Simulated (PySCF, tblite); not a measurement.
# C₅H₁₅OPSi: infrared bands and NMR shifts

What infrared bands and NMR shifts should C₅H₁₅OPSi (`C[P@@H](=O)C[Si](C)(C)C`) show?

Computed with tblite 0.8.0 and PySCF 2.14.0, with density-fitted response routines of our own, on a single molecule in the gas phase. Atoms count from 0, in the outputs and in this text.

## Step 1: Starting geometry

23 atoms, charge 0, multiplicity 1; geometry from: GFN2-xTB.

Bonds of the start (Å): C0–P1 1.83, P1–O2 1.47, P1–C3 1.81, C3–Si4 1.92, Si4–C5 1.90, Si4–C6 1.90, Si4–C7 1.91, C0–H8 1.09, C0–H9 1.09, C0–H10 1.09, P1–H11 1.40, C3–H12 1.09, C3–H13 1.09, C5–H14 1.09, C5–H15 1.09, C5–H16 1.09, C6–H17 1.09, C6–H18 1.09, C6–H19 1.09, C7–H20 1.08, C7–H21 1.09, C7–H22 1.08.

## Step 2: Vibrational analysis with GFN2-xTB

What the job is given:

```
{"job": {"kind": "ir", "xc": "GFN2-xTB", "basis": "xTB"}, "charge": 0, "multiplicity": 1}
C      3.487181     0.188713     0.084035
P      1.737657     0.520392     0.504389
O      1.410801     1.949396     0.506226
C      0.717735    -0.506985    -0.580406
Si    -1.121164    -0.161865    -0.158397
C     -1.279762    -0.047181     1.735102
C     -1.634818     1.472017    -0.985241
C     -2.151754    -1.622796    -0.822054
H      3.731355    -0.867727     0.142625
H      4.112718     0.753871     0.773392
H      3.667493     0.556680    -0.925921
H      1.624898    -0.082637     1.757562
H      0.939993    -0.200444    -1.603167
H      0.998568    -1.550124    -0.461517
H     -0.664970     0.770670     2.101958
H     -0.953005    -0.960131     2.226598
H     -2.302900     0.142894     2.044933
H     -1.634460     1.393028    -2.068956
H     -0.942977     2.261870    -0.708688
H     -2.630651     1.776924    -0.678216
H     -3.208260    -1.428456    -0.678375
H     -1.918368    -2.551793    -0.312368
H     -1.990063    -1.779333    -1.883436
```

**Question.** This job is followed by: GIAO PBE0/pcSseg-1 NMR shielding, non-relativistic, gas phase. Predict these results of the whole session: strongest single infrared mode (GFN2-xTB); zero-point energy (GFN2-xTB); 13C shifts against TMS (PBE0/pcSseg-1, means over atoms taken as alike); 1H shifts against TMS (PBE0/pcSseg-1, means over atoms taken as alike); 31P shifts against H3PO4 (PBE0/pcSseg-1); 17O shifts against H2O (PBE0/pcSseg-1); 29Si shifts against TMS (PBE0/pcSseg-1).

The runs gave:

| quantity | value |
| --- | --- |
| strongest single infrared mode (GFN2-xTB) | 873 cm⁻¹, 289 km/mol |
| zero-point energy (GFN2-xTB) | 118.2 kcal/mol |
| 13C shifts against TMS (PBE0/pcSseg-1, means over atoms taken as alike) | 22.1, 21.6, -0.1 ppm |
| 1H shifts against TMS (PBE0/pcSseg-1, means over atoms taken as alike) | 7.27, 1.34, 1.01, 0.26, 0.20 ppm |
| 31P shifts against H3PO4 (PBE0/pcSseg-1) | -11.1 ppm |
| 17O shifts against H2O (PBE0/pcSseg-1) | 93.8 ppm |
| 29Si shifts against TMS (PBE0/pcSseg-1) | 0.4 ppm |

What this shows: All 63 modes are real, so the xTB geometry is a minimum. The strongest single mode, at 873 cm⁻¹, has its largest shares on Si4, H20, H19 and H16 (the list is cut at 4 atoms). Unscaled tight-binding wavenumbers are off by several per cent, some by more. Its intensities can rank the bands wrongly. At PBE0/pcSseg-1: The largest span, 261 ppm, is at P1, where the paramagnetic term is -638 ppm.
